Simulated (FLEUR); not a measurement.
Co: equation of state with PBEsol

Co:

```
Co
1.0
     2.47056    0.00000    0.00000
    -1.23528    2.13957    0.00000
     0.00000    0.00000    8.08823
Co
4
Direct
  0.66667 0.33333 0.75000
  0.00000 0.00000 0.50000
  0.33333 0.66667 0.25000
  0.00000 0.00000 0.00000
```

```
Program                  : FLEUR MaX-R8.1 (later development tree)
Task                     : equation of state
Functional               : PBEsol
Potentials or basis      : all-electron
Basis                    : FLAPW
Kmax                     : 4.67 1/bohr
k mesh                   : 12 × 12 × 4
Occupations              : fermi-dirac, width 0.05 eV
Spin                     : collinear spin, program default start
Gmax                     : 14.5 1/bohr
Muffin-tin radii         : Co 2.1 bohr
lmax                     : Co 9
lnonsphr                 : Co 9
Local orbitals a species : Co 5
```

```yaml
Equilibrium_volume: 10.41 Å³/atom
Bulk_modulus_at_fixed_shape_and_positions: 232 GPa
Pressure_derivative_of_the_bulk_modulus: 4.0
```

Energy against volume, from the lowest point:
```csv
volume (Å³/atom),energy (meV/atom)
10.047,9.24
10.261,1.25
10.475,0.00
10.688,4.95
10.902,15.48
11.116,31.02
11.330,51.04
```

Caveat: the cell was scaled at fixed shape and fractional positions, which overstates the stiffness of a crystal with free parameters, most of all of layers and chains.
